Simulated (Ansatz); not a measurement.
# Sb6Au: the cost of one run

Program: Ansatz 0.2.0. Level of theory: DFT PBE, scalar-relativistic, plane waves, PAW. These are calculated values, not measurements.

## 1. Starting point

The structure is cubic, space group Fm-3m (No. 225). The conventional cell has a = 11.064 Å, b = 11.064 Å, c = 11.064 Å, α = 90.00°, β = 90.00°, γ = 90.00°. Sb (site symmetry 4mm) is surrounded by 1 Au at 2.77 Å. Around Au (site symmetry m-3m) lie 6 Sb at 2.77 Å.

Coordinates:

```cif
data_structure
_symmetry_space_group_name_H-M 'Fm-3m'
_symmetry_Int_Tables_number 225
_cell_length_a 11.0642
_cell_length_b 11.0642
_cell_length_c 11.0642
_cell_angle_alpha 90.000
_cell_angle_beta 90.000
_cell_angle_gamma 90.000
_cell_volume 1354.43
loop_
_atom_site_label
_atom_site_type_symbol
_atom_site_symmetry_multiplicity
_atom_site_Wyckoff_symbol
_atom_site_fract_x
_atom_site_fract_y
_atom_site_fract_z
_atom_site_occupancy
Sb1 Sb 24 e 0.25000 0.00000 0.00000 1
Au1 Au 4 a 0.00000 0.00000 0.00000 1
```

A structure generator made this guess: ordered vacancies on the cation sites of rhenium trioxide (Fm-3m, No. 225). Its size is a rough estimate.

## 2. Probe: one point on a coarse mesh

input.yaml reads:

```yaml
crystal:
  lattice:
    - [0.0, 5.53208172, 5.53208172]
    - [5.53208172, 0.0, 5.53208172]
    - [5.53208172, 5.53208172, 0.0]
  atoms:
    - { symbol: Sb, position: [0.75, 0.25, 0.25] }
    - { symbol: Sb, position: [0.25, 0.75, 0.75] }
    - { symbol: Sb, position: [0.25, 0.75, 0.25] }
    - { symbol: Sb, position: [0.75, 0.25, 0.75] }
    - { symbol: Sb, position: [0.25, 0.25, 0.75] }
    - { symbol: Sb, position: [0.75, 0.75, 0.25] }
    - { symbol: Au, position: [0.0, 0.0, 0.0] }
basis:
  ecutwfc: 420
kpoints:
  mp_grid: { grid: [4, 4, 4] }
hamiltonian:
  xc: pbe
scf:
  occupations: { method: gaussian, width: 0.1 }
  lower_state_search: "off"
output:
  forces: true
  stress: true
  eigenvalues: true
```

Command:

```bash
> ansatz run input.yaml --threads 1 --pin off --max-ram 2048MiB --backend cpu --events-out ev --progress --plain --runs-dir out
```

Q: Estimate wall time and peak memory on 1 thread of AMD EPYC 9R45 (Zen 5), shared host.

About 3.6 s, with a peak of 0.69 GiB.
